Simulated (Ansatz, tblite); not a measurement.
# SiH(NHEt)3 (C6H19N3Si): rung by rung

Aim: run the singlet of SiH(NHEt)3 (C6H19N3Si) at one geometry on many levels, and compare frontier levels, spin and run time.

Method: as each input shows; program: Ansatz 0.2.0, Gaussian basis.

The runs, in order: GFN1-xTB, GFN2-xTB, PBE-D4/def2-TZVP, r2SCAN-D4/def2-TZVP, revPBE-D4/def2-TZVP, B3LYP-D4/def2-TZVP, PBE-D4/def2-SVP, PBE0-D4/def2-SVP, HF/STO-3G, HF/6-31G, B3LYP-D4/6-31G, MP2/def2-SVP, RPA/def2-SVP.

2 further runs of the same task are left out: 2 set aside as unsound or not needed. Runs told in other sessions of the task aren't counted.

**1. The relaxed structure**

The singlet was relaxed beforehand with r2SCAN-D4/def2-SVP.

29 atoms, charge 0, spin multiplicity 1.

Bond lengths: Si1–H2 1.506 Å, Si1–N3 1.728 Å, Si1–N12 1.730 Å, Si1–N21 1.727 Å, N3–C4 1.450 Å, N3–H6 1.016 Å, C4–C5 1.526 Å, C4–H7 1.110 Å, C4–H8 1.106 Å, C5–H9 1.102 Å, C5–H10 1.103 Å, C5–H11 1.104 Å, N12–C13 1.450 Å, N12–H15 1.016 Å, C13–C14 1.526 Å, C13–H16 1.109 Å, C13–H17 1.106 Å, C14–H18 1.102 Å and more. Angles: H2–Si1–N3 108.2°, H2–Si1–N12 110.7°, H2–Si1–N21 109.7°, N3–Si1–N12 109.9°, N3–Si1–N21 110.2°, N12–Si1–N21 108.2°, Si1–N3–C4 126.1°, Si1–N3–H6 118.0°, C4–N3–H6 114.8°, N3–C4–C5 113.5°, N3–C4–H7 110.9°, N3–C4–H8 108.0°, C5–C4–H7 109.3°, C5–C4–H8 109.4°, H7–C4–H8 105.3°, C4–C5–H9 110.6°, C4–C5–H10 111.6°, C4–C5–H11 110.7° and more.

Geometry (Å):

```mol
C6H19N3Si
  3D, bonds by distance, orders not assigned

 29 28  0  0  0  0  0  0  0  0999 V2000
    0.0207    0.0476   -0.2385 Si  0  0
    0.0485    0.0483    1.2670 H   0  0
    1.6512   -0.0053   -0.8081 N   0  0
    2.7976    0.6202   -0.1787 C   0  0
    3.7423   -0.3740    0.4906 C   0  0
    1.8790   -0.6734   -1.5395 H   0  0
    3.3664    1.2321   -0.9092 H   0  0
    2.4246    1.3375    0.5758 H   0  0
    3.2153   -0.9414    1.2753 H   0  0
    4.6078    0.1337    0.9476 H   0  0
    4.1299   -1.1001   -0.2447 H   0  0
   -0.7656    1.4683   -0.8351 N   0  0
   -1.9690    2.0596   -0.2820 C   0  0
   -1.7079    3.2926    0.5786 C   0  0
   -0.2227    2.0897   -1.4283 H   0  0
   -2.6844    2.3206   -1.0885 H   0  0
   -2.4804    1.2884    0.3229 H   0  0
   -1.0528    3.0418    1.4286 H   0  0
   -2.6455    3.7177    0.9738 H   0  0
   -1.2059    4.0792   -0.0100 H   0  0
   -0.8545   -1.3300   -0.8035 N   0  0
   -0.8165   -2.6602   -0.2285 C   0  0
   -2.0785   -3.0267    0.5471 C   0  0
   -1.6009   -1.1751   -1.4754 H   0  0
   -0.6331   -3.4234   -1.0124 H   0  0
    0.0592   -2.7165    0.4439 H   0  0
   -2.2412   -2.3218    1.3786 H   0  0
   -2.0184   -4.0472    0.9605 H   0  0
   -2.9654   -2.9825   -0.1077 H   0  0
  1  2  8  0
  1  3  8  0
  1 12  8  0
  1 21  8  0
  3  4  8  0
  3  6  8  0
  4  5  8  0
  4  7  8  0
  4  8  8  0
  5  9  8  0
  5 10  8  0
  5 11  8  0
 12 13  8  0
 12 15  8  0
 13 14  8  0
 13 16  8  0
 13 17  8  0
 14 18  8  0
 14 19  8  0
 14 20  8  0
 21 22  8  0
 21 24  8  0
 22 23  8  0
 22 25  8  0
 22 26  8  0
 23 27  8  0
 23 28  8  0
 23 29  8  0
M  END
```

PBE0-D4/def2-TZVP was run before; its log isn't repeated, and its numbers join the tables.

**2. GFN1-xTB**

Tight binding, by tblite at 300 K electronic temperature and without a spin-polarisation term:

```python
tblite.interface.Calculator('GFN1-xTB', numbers, positions, charge=0, uhf=0).singlepoint()
```

Energy -938.5384 eV, HOMO -10.12 eV, LUMO -3.61 eV; 0.017 s.

**3. GFN2-xTB**

Tight binding, by tblite at 300 K electronic temperature and without a spin-polarisation term:

```python
tblite.interface.Calculator('GFN2-xTB', numbers, positions, charge=0, uhf=0).singlepoint()
```

Energy -900.3850 eV, HOMO -9.26 eV, LUMO -3.01 eV; 0.011 s.

**4. PBE-D4/def2-TZVP**

start.molden holds the orbitals of an earlier run on this state, given as this run's starting guess.

Contents of in.yaml:

```yaml
crystal:
  periodic: [false, false, false]
  atoms:
    - {symbol: Si, position_ang: [0.020656, 0.047646, -0.238514]}
    - {symbol: H, position_ang: [0.048532, 0.048290, 1.266966]}
    - {symbol: N, position_ang: [1.651227, -0.005284, -0.808104]}
    - {symbol: C, position_ang: [2.797632, 0.620248, -0.178674]}
    - {symbol: C, position_ang: [3.742283, -0.373969, 0.490616]}
    - {symbol: H, position_ang: [1.878997, -0.673387, -1.539455]}
    - {symbol: H, position_ang: [3.366383, 1.232094, -0.909206]}
    - {symbol: H, position_ang: [2.424585, 1.337526, 0.575780]}
    - {symbol: H, position_ang: [3.215310, -0.941383, 1.275258]}
    - {symbol: H, position_ang: [4.607820, 0.133735, 0.947646]}
    - {symbol: H, position_ang: [4.129909, -1.100083, -0.244736]}
    - {symbol: N, position_ang: [-0.765552, 1.468316, -0.835138]}
    - {symbol: C, position_ang: [-1.969023, 2.059648, -0.282040]}
    - {symbol: C, position_ang: [-1.707866, 3.292621, 0.578637]}
    - {symbol: H, position_ang: [-0.222742, 2.089750, -1.428287]}
    - {symbol: H, position_ang: [-2.684367, 2.320614, -1.088519]}
    - {symbol: H, position_ang: [-2.480393, 1.288400, 0.322851]}
    - {symbol: H, position_ang: [-1.052785, 3.041761, 1.428623]}
    - {symbol: H, position_ang: [-2.645517, 3.717719, 0.973817]}
    - {symbol: H, position_ang: [-1.205935, 4.079195, -0.009976]}
    - {symbol: N, position_ang: [-0.854507, -1.330020, -0.803491]}
    - {symbol: C, position_ang: [-0.816488, -2.660211, -0.228508]}
    - {symbol: C, position_ang: [-2.078464, -3.026721, 0.547083]}
    - {symbol: H, position_ang: [-1.600864, -1.175127, -1.475449]}
    - {symbol: H, position_ang: [-0.633116, -3.423389, -1.012423]}
    - {symbol: H, position_ang: [0.059224, -2.716533, 0.443865]}
    - {symbol: H, position_ang: [-2.241162, -2.321841, 1.378608]}
    - {symbol: H, position_ang: [-2.018384, -4.047189, 0.960502]}
    - {symbol: H, position_ang: [-2.965411, -2.982456, -0.107730]}
basis:
  gaussian: {orbitals: def2-TZVP, initial_orbitals: start.molden}
hamiltonian: {xc: pbe, dispersion: d4}
scf: {omitted_lower_state_checks: [starts]}
output: {forces: true, orbitals: {seedname: orbitals}}
```

Run with:

```console
ansatz run in.yaml --threads 4 --pin off --events-out ev --progress --plain --max-ram 6963MiB
```

Further steps of the session: r2SCAN-D4/def2-TZVP; revPBE-D4/def2-TZVP; B3LYP-D4/def2-TZVP; PBE-D4/def2-SVP; PBE0-D4/def2-SVP; HF/STO-3G; HF/6-31G; B3LYP-D4/6-31G; MP2/def2-SVP; RPA/def2-SVP.

Q: Predict the results of all the runs planned. Wanted: gap in def2-TZVP, named functionals, smallest and largest; correlation energy, MP2/def2-SVP; binding an atom, functionals in def2-TZVP; PBE0 total energy, smallest basis above largest.

As calculated:

| quantity | value |
| --- | --- |
| gap in def2-TZVP, named functionals, smallest and largest | 5.23 eV (PBE-D4), 7.34 eV (PBE0-D4) |
| correlation energy, MP2/def2-SVP | -39.93 eV |
| binding an atom, functionals in def2-TZVP | 3.96 (revPBE-D4) to 4.04 eV (PBE-D4) |
| PBE0 total energy, smallest basis above largest | 14.90 eV (def2-SVP, def2-TZVP) |

**Reading.** Orbital gaps of the named functionals in def2-TZVP span 5.23 eV (PBE-D4) to 7.34 eV (PBE0-D4); exact exchange widens it.
